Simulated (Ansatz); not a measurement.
# RbGdO2: the cost of one run

Program: Ansatz 0.2.0. Level of theory: DFT PBEsol, with the methods named in each step. These are calculated values, not measurements.

**1. Starting point**

Symmetry: R-3m, No. 166, trigonal system. Conventional cell: a = 3.548 Å, b = 3.548 Å, c = 19.580 Å, α = 90.00°, β = 90.00°, γ = 120.00°. Rb (site symmetry -3m) has 6 O at 3.02 Å as nearest neighbours. Gd (site symmetry -3m) is surrounded by 6 O at 2.30 Å. O (site symmetry 3m) is surrounded by 3 Gd at 2.30 Å and 3 Rb at 3.02 Å.

As a file:

```xyz
4
Lattice="1.7740 1.0242 6.5267 -1.7740 1.0242 6.5267 0.0000 -2.0484 6.5267" Properties=species:S:1:pos:R:3 pbc="T T T"
Rb    0.0000    0.0000    0.0000
Gd    0.0000    0.0000    9.7900
O     0.0000    0.0000    4.3076
O     0.0000    0.0000   15.2724
```

Atoms are numbered in the order of the input: Rb1, Gd2, O3, O4.

**2. Free moments, LAPW**

The input, input.yaml:

```yaml
crystal:
  lattice:
    - [1.774, 1.0242193775, 6.5266666667]
    - [-1.774, 1.0242193775, 6.5266666667]
    - [0.0, -2.0484387551, 6.5266666667]
  atoms:
    - { symbol: Rb, position: [0.0, 0.0, 0.0] }
    - { symbol: Gd, position: [0.5, 0.5, 0.5], spin: 6.8 }
    - { symbol: O, position: [0.22, 0.22, 0.22] }
    - { symbol: O, position: [0.78, 0.78, 0.78] }
magnetization:
  spin_polarized: true
kpoints:
  mp_grid: { grid: [9, 9, 9] }
scf:
  occupations: { method: fermi_dirac, width: 0.08 }
hamiltonian:
  xc: pbesol
  pseudopotentials: { kind: all_electron, lapw: { basis_error: 0.001 } }
output:
  forces: true
  stress: true
  eigenvalues: false
  populations: true
  dos: { projected: true, de: 0.1, e_range: [-8, 5] }
```

On the command line:

```
> ansatz run input.yaml --threads 2 --pin off --max-ram 6144MiB --backend cpu --events-out ev --progress --plain --runs-dir out
```

**Question.** How long does this run take on 2 threads of Arm Neoverse V2, shared host, and how much memory does it need?

About 1.9 min, with a peak of 1.4 GiB.
